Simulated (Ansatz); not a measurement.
# C2H10GaNSi: how energies converge with the basis set

An exercise on one series of results from a longer session: the logs are not shown, and one member is left open.

The runs use Ansatz 0.2.0, Gaussian basis; one geometry, several basis sets.

Levels to be run: PBE0-D4/def2-SVP; ωB97M-V/def2-SVP; PBE0-D4/def2-QZVPP; ωB97M-V/def2-QZVPP; the functionals' def2-TZVPP values are taken from earlier runs.

### The geometry

An earlier PBE0-D4 in a triple-zeta def2 set relaxation fixed the geometry.

SMILES `C[SiH](C)[NH][GaH2]`, 15 atoms, charge 0, spin multiplicity 1.

Atoms are counted from 1 here; the program's logs count them from 0.

Bond lengths: C1–Si2 1.870 Å, C1–H6 1.093 Å, C1–H7 1.093 Å, C1–H8 1.094 Å, Si2–C3 1.866 Å, Si2–N4 1.732 Å, Si2–H9 1.496 Å, C3–H10 1.093 Å, C3–H11 1.093 Å, C3–H12 1.092 Å, N4–Ga5 1.830 Å, N4–H13 1.012 Å, Ga5–H14 1.560 Å, Ga5–H15 1.564 Å. Angles: Si2–C1–H6 111.1°, Si2–C1–H7 110.9°, Si2–C1–H8 110.9°, H6–C1–H7 107.9°, H6–C1–H8 107.6°, H7–C1–H8 108.2°, C1–Si2–C3 110.6°, C1–Si2–N4 111.0°, C1–Si2–H9 107.3°, C3–Si2–N4 109.5°, C3–Si2–H9 108.8°, N4–Si2–H9 109.7°, Si2–C3–H10 111.6°, Si2–C3–H11 109.5°, Si2–C3–H12 111.9°, H10–C3–H11 107.9°, H10–C3–H12 108.0°, H11–C3–H12 107.8° and more.

As a file:

```
C    -1.6936    0.1872    1.2871
Si   -0.0287    0.5741    0.5274
C     1.2149   -0.7460    0.9652
N    -0.1479    0.7074   -1.1954
Ga    0.6947   -0.1947   -2.5458
H    -2.4339    0.9473    1.0231
H    -2.0666   -0.7799    0.9396
H    -1.6267    0.1557    2.3784
H     0.4301    1.8768    1.1026
H     0.9130   -1.7256    0.5860
H     1.3022   -0.8200    2.0526
H     2.2059   -0.5210    0.5651
H    -0.7892    1.4182   -1.5226
H     1.7139   -1.3116   -2.1623
H     0.3119    0.2319   -4.0010
```

The first run:

Contents of in.yaml:

```yaml
crystal:
  periodic: [false, false, false]
  atoms:
    - {symbol: C, position_ang: [-1.693615, 0.187224, 1.287132]}
    - {symbol: Si, position_ang: [-0.028716, 0.574124, 0.527408]}
    - {symbol: C, position_ang: [1.214911, -0.746020, 0.965248]}
    - {symbol: N, position_ang: [-0.147901, 0.707407, -1.195394]}
    - {symbol: Ga, position_ang: [0.694731, -0.194712, -2.545826]}
    - {symbol: H, position_ang: [-2.433870, 0.947328, 1.023109]}
    - {symbol: H, position_ang: [-2.066602, -0.779945, 0.939596]}
    - {symbol: H, position_ang: [-1.626689, 0.155737, 2.378352]}
    - {symbol: H, position_ang: [0.430117, 1.876834, 1.102609]}
    - {symbol: H, position_ang: [0.912973, -1.725612, 0.585976]}
    - {symbol: H, position_ang: [1.302206, -0.819979, 2.052627]}
    - {symbol: H, position_ang: [2.205928, -0.520984, 0.565091]}
    - {symbol: H, position_ang: [-0.789226, 1.418227, -1.522647]}
    - {symbol: H, position_ang: [1.713882, -1.311552, -2.162259]}
    - {symbol: H, position_ang: [0.311862, 0.231933, -4.001024]}
basis:
  gaussian: {orbitals: def2-SVP}
hamiltonian: {xc: pbe0, dispersion: d4}
output: {orbitals: {seedname: orbitals}}
```

Command:

```console
ansatz run in.yaml --threads 2 --pin off --events-out ev --progress --plain --max-ram 32768MiB --backend cpu
```

Among the steps run: PBE0-D4 in def2-SVP; ωB97M-V in def2-SVP; PBE0-D4 in def2-QZVPP; ωB97M-V in def2-QZVPP.

One of the session's tables, all rows but one given; the rest of the session is left out.

It belongs to the step «Functionals by basis». 

```
functional       basis  HOMO (eV)
   PBE0-D4    def2-SVP      -7.23
   PBE0-D4  def2-TZVPP          ?
   PBE0-D4  def2-QZVPP      -7.33
   ωB97M-V    def2-SVP      -9.48
   ωB97M-V  def2-TZVPP      -9.60
   ωB97M-V  def2-QZVPP      -9.61
```

Estimate the missing values for PBE0-D4, def2-TZVPP.

As computed: HOMO (eV): -7.31. In the column «HOMO (eV)» it lies between PBE0-D4, def2-QZVPP (-7.33) and PBE0-D4, def2-SVP (-7.23).
